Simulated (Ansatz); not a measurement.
**C₂H₇GaGe: how energies converge with the basis set**

How large a basis does C₂H₇GaGe need? Two functionals are run in growing sets.

Method: one geometry, several basis sets; program: Ansatz 0.2.0, Gaussian basis.

Plan: PBE0-D4/def2-SVP; ωB97M-V/def2-SVP; PBE0-D4/def2-QZVPP; ωB97M-V/def2-QZVPP; the functionals' def2-TZVPP values are taken from earlier runs.

### 1 The relaxed structure

An earlier PBE0-D4 in a triple-zeta def2 set relaxation fixed the geometry.

SMILES `C=[CH][GaH][GeH3]`, 11 atoms, charge 0, spin multiplicity 1.

Atoms are counted from 1 here; the program's logs count them from 0.

Bond lengths: C1–C2 1.334 Å, C1–H5 1.088 Å, C1–H6 1.088 Å, C2–Ga3 1.953 Å, C2–H7 1.089 Å, Ga3–Ge4 2.446 Å, Ga3–H8 1.573 Å, Ge4–H9 1.542 Å, Ge4–H10 1.542 Å, Ge4–H11 1.542 Å. Angles: C2–C1–H5 121.9°, C2–C1–H6 122.5°, H5–C1–H6 115.6°, C1–C2–Ga3 121.3°, C1–C2–H7 117.7°, Ga3–C2–H7 121.0°, C2–Ga3–Ge4 118.9°, C2–Ga3–H8 120.7°, Ge4–Ga3–H8 120.4°, Ga3–Ge4–H9 111.1°, Ga3–Ge4–H10 111.1°, Ga3–Ge4–H11 113.9°, H9–Ge4–H10 106.6°, H9–Ge4–H11 106.9°, H10–Ge4–H11 106.9°.

### 2 PBE0-D4 in def2-SVP

in.yaml reads:

```yaml
crystal:
  periodic: [false, false, false]
  atoms:
    - {symbol: C, position_ang: [-0.339022, 1.955357, 0.504640]}
    - {symbol: C, position_ang: [-0.148669, 1.007694, 1.423571]}
    - {symbol: Ga, position_ang: [0.175309, -0.848728, 0.912331]}
    - {symbol: Ge, position_ang: [0.221641, -1.430377, -1.463332]}
    - {symbol: H, position_ang: [-0.321989, 1.734666, -0.560303]}
    - {symbol: H, position_ang: [-0.519824, 2.996196, 0.766522]}
    - {symbol: H, position_ang: [-0.179052, 1.304204, 2.470921]}
    - {symbol: H, position_ang: [0.403406, -1.955969, 2.006437]}
    - {symbol: H, position_ang: [1.579604, -2.044227, -1.858618]}
    - {symbol: H, position_ang: [-0.852100, -2.485399, -1.797388]}
    - {symbol: H, position_ang: [-0.019313, -0.233427, -2.404781]}
basis:
  gaussian: {orbitals: def2-SVP}
hamiltonian: {xc: pbe0, dispersion: d4}
output: {orbitals: {seedname: orbitals}}
```

On the command line:

```sh
$ ansatz run in.yaml --threads 4 --pin off --events-out ev --progress --plain --max-ram 10444MiB
```

Further steps of the session: ωB97M-V in def2-SVP; PBE0-D4 in def2-QZVPP; ωB97M-V in def2-QZVPP.

**Question.** What will the summary of the whole plan be? Wanted: PBE0-D4: double and triple zeta above quadruple; ωB97M-V: double and triple zeta above quadruple.

As calculated:

```
                                       quantity           value
PBE0-D4: double and triple zeta above quadruple  18.74, 2.53 eV
ωB97M-V: double and triple zeta above quadruple  18.79, 2.46 eV
```

PBE0-D4 gains 16.21 eV from double to triple zeta, then 2.53 eV more. These are total energies; as a rule much of such shifts cancels in differences, which this series doesn't test.
